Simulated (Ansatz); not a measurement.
This script makes vertical spin-state energies of C₃H₆Si, SMILES CC1=C[SiH2]1 with Ansatz 0.2.0, Python API.

The script, `run_spin.py`:
```python
"""Gap between spin states of C3H6Si at one geometry."""

import warnings

import ansatz as az
from ase import Atoms

BASIS_SET = "def2-TZVP"
XC = "r2SCAN"
DISPERSION = "d3bj"


def main() -> None:
    warnings.simplefilter("ignore", az.DeckWarning)

    atoms = Atoms(["C", "C", "C", "Si", "H", "H", "H", "H", "H", "H"], positions=[
        [-0.7506, 0.7881, -1.0296],
        [-0.1065, -0.0486, -0.1339],
        [0.1199, -1.2888, 0.155],
        [1.0109, -0.1082, 1.2618],
        [-1.3445, 0.2554, -1.8162],
        [-1.5222, 1.4736, -0.5087],
        [-0.0727, 1.4959, -1.5591],
        [-0.0085, -2.2758, -0.1412],
        [0.3466, -0.1896, 2.6632],
        [2.4107, -0.1531, 1.1116],
    ])
    c3h6si = az.Crystal.molecule_from_ase(atoms)

    model = (
        c3h6si.calculation()
        .basis(gaussian=BASIS_SET)
        .functional(XC, dispersion=DISPERSION)
    )
    found = {}
    for unpaired in [0, 2]:
        report = model.spin("collinear", total=unpaired).run(threads=1, backend="cpu").report
        s = unpaired / 2
        found[unpaired] = report["free_energy_ev"]
        print(f"2S+1 = {unpaired + 1}: E = {found[unpaired]:.5f} eV, <S^2> = {abs(report['mean_field']['state']['spin_squared']):.3f} (pure state {s * (s + 1):.2f})")
    lowest = min(found, key=found.get)
    for unpaired, e in found.items():
        print(f"multiplicity {unpaired + 1}: {(e - found[lowest]):.3f} eV above the lowest")


if __name__ == "__main__":
    main()
```

Which spin state is lowest at this geometry, and how far above lie the others?

In order: multiplicity 1 (+0.00 eV) and multiplicity 3 (+4.23 eV), all at the one geometry.

The output:

```console
$ python run_spin.py
2S+1 = 1: E = -11082.55588 eV, <S^2> = 0.000 (pure state 0.00)
2S+1 = 3: E = -11078.32253 eV, <S^2> = 2.010 (pure state 2.00)
multiplicity 1: 0.000 eV above the lowest
multiplicity 3: 4.233 eV above the lowest
```

Reading the output:
- These settings explore the input space; basis and method may be short of convergence.
- The geometry is a force-field or estimated start, not a minimum of this method, and the basis set is short of its limit. All parts are taken at fixed geometry, without zero-point energy.
- A dispersion term here runs with damping parameters fitted for another variant or functional.
- The script silences the warnings on its input, which a real study should read.
- The whole script took 47 s on 1 thread of Arm Neoverse V2, on a shared host, peak memory 0.52 GiB.
